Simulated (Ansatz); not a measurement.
# BrGeH3O: energy of protonation at one site from a Python script

Computed with Ansatz 0.2.0, driven from Python. Level of theory: PBE0/def2-SVP.

## Step 1: The structure

Bond lengths: O1–Ge2 1.799 Å, Ge2–Br3 2.351 Å, O1–H4 0.994 Å, Ge2–H5 1.567 Å, Ge2–H6 1.553 Å. Angles: O1–Ge2–Br3 111.1°, O1–Ge2–H5 108.3°, O1–Ge2–H6 108.9°, Br3–Ge2–H5 109.5°, Br3–Ge2–H6 109.4°, H5–Ge2–H6 109.6°, Ge2–O1–H4 99.7°.

brgeh3o.xyz, read by the script:

```xyz
6

O    -0.55750   -1.39050    0.14130
Ge    0.31610    0.18190    0.16280
Br   -1.17600    1.98430   -0.06480
H    -0.95900   -1.34680   -0.76740
H     1.33680    0.19430   -1.02560
H     1.08170    0.31280    1.50740
```

## Step 2: The code

Contents of brgeh3o_pa.py:

```python
"""Proton affinity of BrGeH3O at one site."""

import logging
import sys
import warnings

import ansatz as az
import numpy as np

logging.basicConfig(stream=sys.stdout, format="[%(levelname)s] %(message)s")
log = logging.getLogger("ansatz_job")
log.setLevel(logging.INFO)

warnings.simplefilter("ignore", az.DeckWarning)

system = az.Crystal.molecule_from_extxyz("brgeh3o.xyz")

calculation = (
    system.calculation()
    .basis(gaussian="def2-SVP")
    .functional("pbe0")
)
symbols = [site.symbol for site in system.cartesian_sites]
start = np.array([site.position_ang for site in system.cartesian_sites], dtype=float)
summary = calculation.relax(force_tolerance=0.01).run(threads=1).report
end = np.array(summary["positions_ang"])

# put the proton on the side away from the neighbours, slightly off axis
away = sum((end[0] - end[j]) / np.linalg.norm(end[0] - end[j]) for j in [1, 3]) + np.array([0.15, 0.1, -0.2])
proton = end[0] + 1.0 * away / np.linalg.norm(away)
acid = az.Crystal.molecule()
for symbol, place in zip(symbols, end):
    acid = acid.atom(symbol, place.tolist())
acid = acid.atom("H", proton.tolist())
protonated = (
    acid.calculation()
    .basis(gaussian="def2-SVP")
    .functional("pbe0")
    .charge(1)
    .relax(force_tolerance=0.01, max_steps=80)
)
after = protonated.run(threads=1).report
xyz = np.array(after["positions_ang"])
reach = np.linalg.norm(xyz[:-1] - xyz[-1], axis=1)
log.info(f"base {summary['free_energy_ev']:.5f} eV, protonated {after['free_energy_ev']:.5f} eV")
log.info(f"the proton ends {reach.min():.3f} A from {symbols[reach.argmin()]}{reach.argmin()}")
log.info(f"electronic proton affinity {96.485332 * (summary['free_energy_ev'] - after['free_energy_ev']):.1f} kJ/mol")
```

## Step 3: What the engine is handed

The package turns the script's settings into the engine's input (first run):

```yaml
crystal:
  periodic: [false, false, false]
  atoms:
    - { symbol: O, position_ang: [-0.5575, -1.3905, 0.1413] }
    - { symbol: Ge, position_ang: [0.3161, 0.1819, 0.1628] }
    - { symbol: Br, position_ang: [-1.176, 1.9843, -0.0648] }
    - { symbol: H, position_ang: [-0.959, -1.3468, -0.7674] }
    - { symbol: H, position_ang: [1.3368, 0.1943, -1.0256] }
    - { symbol: H, position_ang: [1.0817, 0.3128, 1.5074] }
basis:
  gaussian:
    orbitals: def2-SVP
hamiltonian:
  xc: pbe0
relax:
  f_tol: 0.01
```

## Step 4: Running it

Command:

```sh
$ python brgeh3o_pa.py
```

**Question.** How long does this script take on 1 thread of Arm Neoverse V2, shared host, and how much memory does it need?

About 96 s, with a peak of 0.3 GiB.
